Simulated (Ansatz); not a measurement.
Crystal: Ba2Tl5V3O12.

```xyz
22
Lattice="4.2370 2.4462 6.1284 -4.2370 2.4462 6.1284 0.0000 -4.8924 6.1284" Properties=species:S:1:pos:R:3 pbc="T T T"
Ba    0.0000    0.0000    9.1926
Ba    0.0000    0.0000    0.0000
V     0.0000    2.4462    6.1284
V    -2.1185   -1.2231    6.1284
V     2.1185   -1.2231    6.1284
Tl    0.0000   -2.4462    3.0642
Tl    2.1185    1.2231    3.0642
Tl   -2.1185    1.2231    3.0642
Tl    0.0000    0.0000   13.6133
Tl    0.0000    0.0000    4.7719
O     2.6932   -0.0671    7.4143
O    -1.2885    2.3659    7.4143
O    -1.4047   -2.2988    7.4143
O    -1.4047    2.2988   10.9708
O     2.6932    0.0671   10.9708
O    -1.2884   -2.3659   10.9708
O    -2.6932    0.0671   10.9708
O     1.2884   -2.3659   10.9708
O     1.4047    2.2988   10.9708
O     1.4047   -2.2988    7.4143
O    -2.6932   -0.0671    7.4143
O     1.2885    2.3659    7.4143
```

The cell was built by a generator and needn't be a form met in nature.

| Property | Result |
| --- | --- |
| Program | Ansatz 0.2.0 |
| Task | single point |
| Functional | PBE |
| Potentials or basis | Ansatz PAW |
| Cutoff | 420 eV (not typed: the program's choice for these potentials) |
| k mesh | 4 × 4 × 4 |
| Occupations | fermi-dirac, width 0.05 eV |
| Spin | collinear spin, ferromagnetic start |
| Starting moments | [0.0, 0.0, 2.0, 2.0, 2.0, 0.0, 0.0, 0.0, 0.0, 0.0, 0.0, 0.0, 0.0, 0.0, 0.0, 0.0, 0.0, 0.0, 0.0, 0.0, 0.0, 0.0] μB |

On this cell: pressure 0.0 GPa; largest force 0.017 eV/Å; net moment 1.10 μB per cell; site moments Ba +0.00, -0.00; V +0.23; Tl -0.00, +0.02; O -0.01 μB; band gap on the k mesh none (metal or under the smearing width).

The same run follows on a disturbed copy (atoms moved at random, drawn with an rms of 0.05 Å):

```
Ba V Tl O
1.0
     4.23698    2.44622    6.12840
    -4.23698    2.44622    6.12840
     0.00000   -4.89244    6.12840
Ba V Tl O
2 3 5 12
Direct
  0.50660 0.50045 0.49579
  0.00328 0.99488 0.00145
  0.48931 0.50278 0.00485
  0.00017 0.51045 0.49707
  0.50250 0.00392 0.49857
  0.00017 0.00048 0.50617
  0.50527 0.00171 0.99058
  0.00675 0.49452 0.00006
  0.74831 0.73705 0.73741
  0.26047 0.25690 0.25796
  0.70976 0.08424 0.41366
  0.41849 0.71935 0.07581
  0.07083 0.42004 0.72133
  0.58746 0.92205 0.28885
  0.92098 0.28360 0.59340
  0.28961 0.58321 0.91858
  0.27680 0.92473 0.59346
  0.58643 0.28581 0.92018
  0.92161 0.59376 0.27719
  0.41289 0.08318 0.71477
  0.07776 0.71886 0.41289
  0.71602 0.41637 0.08373
```

Q: What changes?

A: The energy (extrapolated to zero smearing) moves by +8.8 meV/atom; pressure 1.0 GPa; largest force 1.422 eV/Å; net moment 1.03 μB per cell; site moments Ba +0.00, -0.00; V +0.20, +0.22; Tl -0.00, +0.00, +0.02; O -0.02, -0.01 μB; band gap on the k mesh none (metal or under the smearing width).

Forces on the atoms (eV/Å):
```
Ba   0.158  0.140  0.063
Ba  -0.113  0.098  0.000
V    1.036  0.453  0.863
V    0.453 -0.305 -1.161
V   -0.091 -0.223 -0.273
Tl  -0.232 -0.033  0.346
Tl   0.012  0.042  0.249
Tl  -0.164 -0.497 -0.327
Tl  -0.265 -0.437 -0.075
Tl   0.066 -0.305  0.021
O    0.211  0.430  0.632
O   -0.356 -0.302 -0.020
O    0.154  0.255 -0.023
O    0.095  0.107 -0.679
O   -0.219  0.516  0.048
O   -0.838  0.182 -0.450
O    0.082  0.040 -0.072
O    0.148 -0.101  0.150
O    0.166 -0.309  0.126
O   -0.333 -0.351  0.258
O    0.036  0.504  0.409
O   -0.006  0.096 -0.085
```

Stress tensor (GPa, compression positive):
```
 1.17  0.49 -0.08
 0.49  0.24  0.10
-0.08  0.10  1.61
```

Caveats: semilocal functionals often make such compounds metallic where correlation or magnetic order opens a gap, which also shifts bond lengths.
